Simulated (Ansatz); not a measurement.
# CH3Zn+: single points off equilibrium

An exercise on one series of results from a longer session: the logs are not shown, and one member is left open.

Computed with Ansatz 0.2.0, Gaussian basis. Level: single points in def2-TZVPP.

Cores are frozen in the correlated methods. The 3s and 3p shells of Cu and Zn are frozen; filled d shells are correlated.

**The system as given**

5 atoms, charge 1, spin multiplicity 1.

Atoms are counted from 1 here; the program's logs count them from 0.

Bond lengths: C1–Zn2 2.091 Å, C1–H3 1.033 Å, C1–H4 0.972 Å, Zn2–H5 1.692 Å. Angles: Zn2–C1–H3 116.0°, Zn2–C1–H4 115.0°, H3–C1–H4 118.7°, C1–Zn2–H5 174.5°.

Coordinates:

```xyz
5
CH3Zn
C    -0.20530   -0.90210    0.28810
Zn   -0.13330    1.07490   -0.38890
H     0.06620   -1.62560   -0.39690
H     0.04020   -1.02680    1.22070
H     0.08690    2.66460   -0.92560
```

Set-up of the first run:

run/in.yaml

```yaml
crystal:
  periodic: [false, false, false]
  atoms:
    - {symbol: C, position_ang: [-0.205300, -0.902100, 0.288100]}
    - {symbol: Zn, position_ang: [-0.133300, 1.074900, -0.388900]}
    - {symbol: H, position_ang: [0.066200, -1.625600, -0.396900]}
    - {symbol: H, position_ang: [0.040200, -1.026800, 1.220700]}
    - {symbol: H, position_ang: [0.086900, 2.664600, -0.925600]}
basis:
  gaussian: {orbitals: def2-TZVPP}
total_charge: 1
correlation: {method: ccsd_t, frozen_orbitals: {C: 1, H: 0, Zn: 9}}
output: {forces: true}
```

The command line of these runs was not kept.

Steps of the session up to this table: CCSD(T)/def2-TZVPP; PBE0-D4/def2-TZVPP; wB97M-V/def2-TZVPP; r2SCAN-D4/def2-TZVPP; PBE-D4/def2-TZVPP; CAM-B3LYP-D4/def2-TZVPP; BLYP-D4/def2-TZVPP.

One table of the session follows, with a row left open; its other results are not shown here.

| method | RMS force component (eV/Å) | angle to CCSD(T) forces (°) |
| --- | --- | --- |
| CCSD(T) | 2.350 | reference |
| PBE0-D4 | 2.358 | 2.4 |
| wB97M-V | 2.330 | 1.4 |
| r2SCAN-D4 | 2.352 | 4.3 |
| PBE-D4 | 2.397 | 7.5 |
| CAM-B3LYP-D4 | 2.347 | 1.4 |
| BLYP-D4 | ? | ? |

Q: Estimate the row for BLYP-D4 from the others.

The run gave: RMS force component (eV/Å): 2.312; angle to CCSD(T) forces (°): 5.9. In the column «RMS force component (eV/Å)» it is the lowest.
